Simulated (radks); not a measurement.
# Valence configurations of Ce⁺

NIST gives [Xe] 4f1 5d2 as the ground configuration of Ce⁺. Does this level of theory agree? Several fillings of the valence shells are run.

Program: radks (a radial shooting solver on a logarithmic mesh, Libxc functionals) version 1. Level of theory: scalar-relativistic Kohn-Sham, LDA (Slater exchange, Perdew-Wang correlation), spin-polarised, spherical densities, finite nucleus; open shells are filled with parallel spins first. These are calculated values, not measurements, unless marked.

## Step 1: Starting point

- element: cerium (Z = 58)
- charge: +1
- electrons: 57
- configuration: [Xe] 4f1 5d2
- nuclear rms radius: 4.8771 fm
- others tried: 4f0.5 5d2.5; 5d3; 4f1 5d1 6p1; 4f2 5d1; 4f0.5 5d2 6s0.5; 5d2 6p1; 4f1.5 5d1.5; 5d2 6s1; 4f0.5 5d2 6p0.5

The outer shells:

Ce⁺
```
[Xe] core
4f [↑ ][  ][  ][  ][  ][  ][  ]
5d [↑ ][↑ ][  ][  ][  ]
```

## Step 2: [Xe] 4f1 5d2

The run's settings:

```text
Z 58
configuration [Xe] 4f1 5d2
relativity scalar-relativistic
functional lda,pw
spin polarised
nucleus finite rms 4.8771 fm
c 137.035999084
```

## Step 3: [Xe] 4f0.5 5d2.5

Input: that of step 2 with these lines changed.

```diff
@@ -1,3 +1,3 @@
 Z 58
-configuration [Xe] 4f1 5d2
+configuration [Xe] 4f0.5 5d2.5
 relativity scalar-relativistic
```

## Step 4: [Xe] 5d3

The run's settings:

```text
Z 58
configuration [Xe] 5d3
relativity scalar-relativistic
functional lda,pw
spin polarised
nucleus finite rms 4.8771 fm
c 137.035999084
```

## Step 5: [Xe] 4f1 5d1 6p1

Input: that of step 4 with these lines changed.

```diff
@@ -1,3 +1,3 @@
 Z 58
-configuration [Xe] 5d3
+configuration [Xe] 4f1 5d1 6p1
 relativity scalar-relativistic
```

## Step 6: [Xe] 4f2 5d1

The run's settings:

```text
Z 58
configuration [Xe] 4f2 5d1
relativity scalar-relativistic
functional lda,pw
spin polarised
nucleus finite rms 4.8771 fm
c 137.035999084
```

## Step 7: [Xe] 4f0.5 5d2 6s0.5

Input: that of step 6 with these lines changed.

```diff
@@ -1,3 +1,3 @@
 Z 58
-configuration [Xe] 4f2 5d1
+configuration [Xe] 4f0.5 5d2 6s0.5
 relativity scalar-relativistic
```

## Step 8: [Xe] 5d2 6p1

The run's settings:

```text
Z 58
configuration [Xe] 5d2 6p1
relativity scalar-relativistic
functional lda,pw
spin polarised
nucleus finite rms 4.8771 fm
c 137.035999084
```

## Step 9: [Xe] 4f1.5 5d1.5

Input: that of step 8 with these lines changed.

```diff
@@ -1,3 +1,3 @@
 Z 58
-configuration [Xe] 5d2 6p1
+configuration [Xe] 4f1.5 5d1.5
 relativity scalar-relativistic
```

## Step 10: [Xe] 5d2 6s1

The run's settings:

```text
Z 58
configuration [Xe] 5d2 6s1
relativity scalar-relativistic
functional lda,pw
spin polarised
nucleus finite rms 4.8771 fm
c 137.035999084
```

## Step 11: [Xe] 4f0.5 5d2 6p0.5

Input: that of step 10 with these lines changed.

```diff
@@ -1,3 +1,3 @@
 Z 58
-configuration [Xe] 5d2 6s1
+configuration [Xe] 4f0.5 5d2 6p0.5
 relativity scalar-relativistic
```

What does the calculation give? Wanted: for each run, valence; E − E(NIST configuration); moment; highest level; its energy; 1s shift.

**Answer**, as computed:

```csv
valence,E − E(NIST configuration) (eV),moment (μB),highest level,its energy (eV),1s shift (eV)
4f1.5 5d1.5,-0.571,3,5d up,-7.213,+3.15
4f2 5d1,-0.274,3,4f up,-5.270,+5.86
4f1 5d2,0.000,3,5d up,-7.820,+0.00
4f0.5 5d2.5,1.585,3,5d up,-8.434,-3.47
4f0.5 5d2 6s0.5,1.628,3,6s up,-8.941,-4.55
4f1 5d1 6p1,3.052,3,6p up,-6.454,-3.14
4f0.5 5d2 6p0.5,3.253,3,6p up,-6.007,-5.09
5d3,4.303,3,5d up,-9.043,-7.18
5d2 6s1,4.892,3,6s up,-9.665,-9.50
5d2 6p1,8.372,3,6p up,-6.754,-10.56
```

Theory disagrees with NIST here: 4f1.5 5d1.5 comes out 0.571 eV lower. The energies are those of spherical high-spin densities, not of single terms. The 1s eigenvalue shifts by up to 10.56 eV as the valence charge is rearranged.
